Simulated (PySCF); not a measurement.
# C5H12OSSi: the cost of one run

Programs: PySCF 2.14.0, with routines of our own; each step states its level. All values are computed. Atoms count from 0.

### Step 1. The system as given

20 atoms, charge 0, multiplicity 1; geometry from: GFN2-xTB.

### Step 2. Magnetic properties: GIAO PBE/pcSseg-1

The job: settings as JSON, then the geometry in Å.

```
{"job": {"kind": "mag", "xc": "PBE", "basis": "pcSseg-1", "isotopologues": 2}, "charge": 0, "multiplicity": 1}
C     -3.270005    -0.185543     0.462792
C     -2.625159     0.519260    -0.687300
C     -1.339790     0.466174    -0.999840
O     -0.374815    -0.225152    -0.353841
Si     0.038141    -0.521456     1.181497
S      1.940583    -1.476682     1.010697
C      2.661046    -0.702253    -0.485366
C      3.091108     0.730764    -0.246559
H     -4.351139    -0.095829     0.406598
H     -3.006419    -1.241566     0.457856
H     -2.936969     0.233670     1.412433
H     -3.261785     1.115015    -1.322440
H     -0.947018     0.986298    -1.866047
H     -0.801468    -1.488992     1.867394
H      0.146084     0.737423     1.916552
H      3.514938    -1.329429    -0.737607
H      1.918248    -0.771335    -1.278061
H      3.586324     1.120137    -1.134918
H      3.783340     0.782498     0.590907
H      2.229606     1.357678    -0.023816
```

Level: GIAO PBE/pcSseg-1 magnetisability, rotational g tensor and spin-rotation constants, non-relativistic, gas phase.

Started as:

```sh
> OMP_NUM_THREADS=1 python excited_run.py task.json out
```

The driver reads the jobs from task.json and runs them one after another.

Q: Estimate the wall time and peak memory of this first job on 1 thread of Arm Neoverse V2, shared host.

About 48 s, with a peak of 0.81 GiB.
